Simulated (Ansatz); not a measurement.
# CoPtO2: the cost of one run

All numbers are computed with Ansatz 0.2.0 through its Python package. Level of theory: DFT PBE+U, plane waves, PAW.

## (1) Starting point

Symmetry: R-3m, No. 166, trigonal system. Conventional cell: a = 2.825 Å, b = 2.825 Å, c = 17.818 Å, α = 90.00°, β = 90.00°, γ = 120.00°. Co (site symmetry -3m) has 6 O at 1.90 Å as nearest neighbours. Around Pt (site symmetry -3m) lie 2 O at 2.00 Å. O (site symmetry 3m) is surrounded by 3 Co at 1.90 Å and 1 Pt at 2.00 Å.

The script holds or builds the structure itself.

## (2) The script

run_vcrelax.py

```python
# -*- coding: utf-8 -*-
import warnings

import ansatz as az
from ase import Atoms
from ase.io import write
import matplotlib.pyplot as plt
import numpy as np
from pymatgen.core import Lattice, Structure
from pymatgen.io.ase import AseAtomsAdaptor

MESH = (9, 9, 9)
SCF_TOL = 1e-09
N_EMPTY = 2

def edges_and_angles(cell):
    cell = np.asarray(cell)
    a, b, c = np.linalg.norm(cell, axis=1)
    cosines = cell[1] @ cell[2] / (b * c), cell[0] @ cell[2] / (a * c), cell[0] @ cell[1] / (a * b)
    return (a, b, c, *np.degrees(np.arccos(cosines)))

warnings.simplefilter("ignore", az.DeckWarning)

pmg_structure = Structure(
    Lattice([[1.41227, 0.815374, 5.939389], [-1.41227, 0.815374, 5.939389], [0.0, -1.630749, 5.939389]]),
    ["Co", "Pt", "O", "O"],
    [
        [0.5, 0.5, 0.5],
        [0.0, 0.0, 0.0],
        [0.887756, 0.887756, 0.887756],
        [0.112244, 0.112244, 0.112244],
    ],
)
cell = az.Crystal.from_ase(AseAtomsAdaptor.get_atoms(pmg_structure)).moments(Co=2.5)

setup = (
    cell.calculation()
    .functional(az.Functional.PBE)
    .basis(20 * az.Ry)
    .kpoints(*MESH, center="monkhorst-pack")
    .occupations(az.OccupationsMethod.GAUSSIAN, width=20 * az.meV)
    .spin("collinear")
    .hubbard("Co", "d", u_eff=2.0)
    .scf(tolerance=SCF_TOL, extra_bands=N_EMPTY, lower_state_search="standard", self_checks="low")
    .relax(fix_cell=["c/a", "angles"], stress_tolerance=0.1)
    .density_of_states(energy_step=0.1, nscf_kmesh_spacing=0.14)
    .band_table()
)
steps = []


def collect(event):
    if event["event"] == "relax_step":
        steps.append(event["data"])


done = setup.session().plan().execute(on_event=collect)
summary = done.report
for s in steps:
    flag = "" if s["accepted"] else "  (rejected)"
    print("step %2d  E = %.5f eV  largest force component = %.4f eV/A%s" % (s["step"], s["lagrangian_ev"], s["allowed_force_max_ev_ang"], flag))

first, last = steps[0], steps[-1]
symbols = [site.symbol for site in done.lattice.sites]
print(f"energy gained {first['lagrangian_ev'] - last['lagrangian_ev']:.4f} eV in {len(steps) - 1} steps")
for label, vectors in (("before", first["cell_ang"]), ("after", done.lattice.cell_ang)):
    print(label, "a b c (A) {:.4f} {:.4f} {:.4f}  angles {:.2f} {:.2f} {:.2f}".format(*edges_and_angles(vectors)), f" V = {abs(np.linalg.det(vectors)):.3f} A^3")
print("final stress xx yy zz (GPa, compression positive):", np.round(np.diag(summary["stress_gpa"]), 3) + 0.0)

relaxed = Atoms(symbols, positions=[site.position_ang for site in done.lattice.sites], cell=done.lattice.cell_ang, pbc=True)
write("relaxed.extxyz", relaxed, format="extxyz")

print("relaxed fractional positions")
for site in done.lattice.sites:
    print(f"  {site.symbol:2s}", " ".join(f"{v % 1:8.5f}" for v in np.round(site.position_frac, 5)))

change = np.array(last["positions_ang"]) @ np.linalg.inv(last["cell_ang"]) - np.array(first["positions_ang"]) @ np.linalg.inv(first["cell_ang"])
moved = np.linalg.norm(change @ np.array(last["cell_ang"]), axis=1)
print("displacement within the cell, strain taken out (A):", " ".join(f"{s}:{d:.3f}" for s, d in zip(symbols, moved)))

for key in ("converged", "n_iterations", "n_electrons", "n_kpoints", "n_pw", "n_symmetry_ops", "free_energy_ev", "fermi_energy_ev"):
    print(f"{key:18s} {summary[key]}")

print(f"net moment {summary['magnetization_mub']:.3f} muB, absolute {summary['absolute_magnetization_mub']:.3f} muB")
for index, (site, m) in enumerate(zip(done.lattice.sites, summary["site_moments_mub"])):
    print(f"  {index:2d} {site.symbol:2s} {m:7.3f}")

dos = done.density_of_states()
energy = np.asarray(dos.energies_ev) - dos.fermi_ev
top = min(levels[-1] for levels in summary["eigenvalues_ev"]) - dos.fermi_ev  # the computed bands end here
fig, ax = plt.subplots(figsize=(5, 3.2))
for spin, channel in enumerate(dos.channels):
    ax.plot(energy, (-1) ** spin * np.asarray(channel.g_bin_mean_per_ev), lw=1)
ax.axvline(0, color="k", ls=":")
ax.set(xlim=(-8, min(8, top)), xlabel="E - E_F (eV)", ylabel="states/eV", title="CoPtO2")
fig.tight_layout()
fig.savefig("dos.png", dpi=100)
print("states below E_F:", round(float(np.interp(0.0, energy, dos.spin_summed_integrated)), 3))
```

## (3) The input behind the calls

The package turns the script's settings into the engine's input:

```yaml
crystal:
  lattice:
    - [1.41227, 0.815374, 5.939389]
    - [-1.41227, 0.815374, 5.939389]
    - [0.0, -1.630749, 5.939389]
  atoms:
    - { symbol: Co, position: [0.5, 0.5, 0.5] }
    - { symbol: Pt, position: [0.0, 0.0, 0.0] }
    - { symbol: O, position: [0.8877559999999999, 0.887756, 0.8877559999999999] }
    - { symbol: O, position: [0.112244, 0.112244, 0.112244] }
basis:
  ecutwfc: 272.11386245988
kpoints:
  mp_grid:
    grid: [9, 9, 9]
    shift: [0.0, 0.0, 0.0]
hamiltonian:
  xc: pbe
  hubbard:
    - { species: Co, l: d, u_eff: 2.0 }
magnetization:
  spin_polarized: true
  per_species:
    Co: 2.5
scf:
  n_extra_bands: 2
  self_checks: low
  convergence:
    dr2_threshold: 1.0e-09
  lower_state_search: standard
  occupations:
    method: gaussian
    width: 0.02
relax:
  cell:
    stress_tol: 0.1
    fix: [c/a, angles]
output:
  dos:
    de: 0.1
    nscf_kmesh:
      kspacing: 0.14
  eigenvalues: true
```

## (4) Launch

On the command line:

```bash
python run_vcrelax.py
```

What time and memory should one allow on 1 thread of Arm Neoverse V2, shared host?

About 9 min, with a peak of 1.5 GiB.
